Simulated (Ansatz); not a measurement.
The system is Ir4W.

```
CELL_PARAMETERS angstrom
1.37784 0.79550 11.31056
-1.37784 0.79550 11.31056
0.00000 -1.59099 11.31056
ATOMIC_POSITIONS crystal
Ir 0.39967 0.39967 0.39967
Ir 0.80081 0.80081 0.80081
Ir 0.19919 0.19919 0.19919
Ir 0.60033 0.60033 0.60033
W 0.00000 0.00000 0.00000
```

The cell comes from a database or a generator and needn't be the stable form of this composition.

* Program: Ansatz 0.2.0
* Task: relaxation of cell and atoms
* Functional: r2SCAN
* Potentials or basis: Ansatz PAW
* Cutoff: 500 eV (not typed: the program's choice for these potentials)
* k mesh: 11 × 11 × 11
* Occupations: fermi-dirac, width 0.05 eV
* Spin: no spin polarisation

At the start: volume 14.88 Å³/atom.

**Question.** How do energy, volume and symmetry change on relaxing?

**Answer.** It ends after 5 steps and the volume is 14.52 Å³/atom (-2.4 %); space group R-3m (No. 166, to 0.05 Å).

The path:
```csv
step,energy change (eV),largest force (eV/Å),volume (Å³)
1,0.0000,0.0589,74.38
2,-0.0466,0.0138,72.82
3,-0.0474,0.0039,72.61
4,-0.0474,0.0014,72.62
5,-0.0462,0.0014,72.62
```

Final structure:
```cif
data_structure
_symmetry_space_group_name_H-M 'P 1'
_symmetry_Int_Tables_number 1
_cell_length_a 11.3173
_cell_length_b 11.3173
_cell_length_c 11.3173
_cell_angle_alpha 13.883
_cell_angle_beta 13.883
_cell_angle_gamma 13.883
_cell_volume 72.62
loop_
_atom_site_label
_atom_site_type_symbol
_atom_site_fract_x
_atom_site_fract_y
_atom_site_fract_z
_atom_site_occupancy
Ir1 Ir 0.39974 0.39974 0.39974 1
Ir2 Ir 0.80082 0.80082 0.80082 1
Ir3 Ir 0.19918 0.19918 0.19918 1
Ir4 Ir 0.60026 0.60026 0.60026 1
W1 W 0.00000 0.00000 0.00000 1
```

Caveat: the plane-wave basis is chosen anew once the cell has moved, so the energies of steps on either side of that aren't comparable; the PAW data sets come from PBE, with cores solved anew for the run's functional, which leaves a small shift of forces and pressure.
